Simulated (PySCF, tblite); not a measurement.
**H₄OSSi₂, a cluster model of a defect: NMR shifts, core binding energies and electronic excitations**

What NMR shifts, core binding energies and electronic excitations should one expect for `O[Si]S[SiH3]`? It is drawn as: twofold Si.

Programs: tblite 0.8.0 and PySCF 2.14.0. All values are calculated, for the isolated system unless a continuum is named. Atoms count from 0, parts from 1.

### Step 1. Starting point

8 atoms, charge 0, multiplicity 1; geometry: distance geometry start.

### Step 2. Relaxing the cluster with GFN2-xTB

Job settings and geometry (Å):

```
{"job": {"kind": "relax", "xc": "GFN2-xTB", "basis": "xTB"}, "charge": 0, "multiplicity": 1}
Si     1.581229    -0.032300    -0.867099
O      3.069223     0.571675    -0.345358
S      0.152958    -0.238404     0.738575
Si    -1.813546    -0.103655    -0.156038
H      3.590466    -0.041057     0.242572
H     -2.732560    -1.072403     0.415729
H     -1.643447    -0.394272    -1.585675
H     -2.258099     1.286202    -0.047191
```

Level: GFN2-xTB geometry optimisation, gas phase.

Started as:

```sh
$ OMP_NUM_THREADS=1 python cluster_run.py task.json out
```

This one command runs all jobs of the session in turn.

**Question.** The jobs that follow are: PBE0-D3(BJ)/def2-SVP geometry optimisation, gas phase; GIAO PBE0/pcSseg-2 NMR shielding, non-relativistic, gas phase; delta-SCF UKS SCAN, pcX-2 on the ionised atom, pcseg-1 elsewhere, spin-free X2C; TDDFT CAM-B3LYP/def2-SVPD, vertical, gas phase, core orbitals frozen in the response. Predict: point group; rotational constants (main isotopes); $^{1}$H shifts against TMS (PBE0/pcSseg-2, means over atoms taken as alike); $^{29}$Si shifts against TMS (PBE0/pcSseg-2); $^{17}$O shifts against H2O (PBE0/pcSseg-2); $^{33}$S shifts against CS2 (PBE0/pcSseg-2); Si2p binding energies, SCAN/pcX-2; O1s binding energies, SCAN/pcX-2; S2p binding energies, SCAN/pcX-2; lowest singlet (CAM-B3LYP/def2-SVPD); brightest single state of those computed; lowest triplet; vertical ionisation energy (ΔSCF); vertical electron affinity (ΔSCF).

As calculated:

| quantity | value |
| --- | --- |
| point group | Cs |
| rotational constants (main isotopes) | 10.14, 1.67, 1.46 GHz |
| $^{1}$H shifts against TMS (PBE0/pcSseg-2, means over atoms taken as alike) | 6.14, 5.25, 4.77 ppm |
| $^{29}$Si shifts against TMS (PBE0/pcSseg-2) | 213.4, -63.3 ppm |
| $^{17}$O shifts against H2O (PBE0/pcSseg-2) | 214.6 ppm |
| $^{33}$S shifts against CS2 (PBE0/pcSseg-2) | 66 ppm |
| Si2p binding energies, SCAN/pcX-2 | Si0 107.97, Si3 107.58 eV |
| O1s binding energies, SCAN/pcX-2 | O1 538.71 eV |
| S2p binding energies, SCAN/pcX-2 | S2 169.02 eV |
| lowest singlet (CAM-B3LYP/def2-SVPD) | 4.22 eV (294 nm), f = 0.032 |
| brightest single state of those computed | state 6, 6.61 eV, f = 0.359 |
| lowest triplet | 2.74 eV |
| vertical ionisation energy (ΔSCF) | 9.27 eV |
| vertical electron affinity (ΔSCF) | 0.15 eV |

What this shows: Relaxing lowered the energy by 0.224 eV in 9 steps; the close pair that moved most is Si0–O1, from 1.581 to 1.662 Å (PBE0/def2-SVP). At PBE0/pcSseg-2: Shielding is most anisotropic at S2 (span 936 ppm, paramagnetic term -624 ppm). The Si2p levels kept as sound span 0.40 eV, from Si3 (silicon bonded to S, 3 H) up to Si0 (silicon bonded to O, S). The lowest singlet, at 4.22 eV, is HOMO→LUMO 0.98 and is weak; of the 6 states computed, the strongest absorption comes from state 6 at 6.61 eV (the last computed, so partners may be missing). The lowest triplet lies 1.48 eV below the lowest singlet (triplets in Tamm-Dancoff, singlets in full TDDFT). The orbital energy would give 8.41 eV for ionisation, ΔSCF gives 9.27 eV.
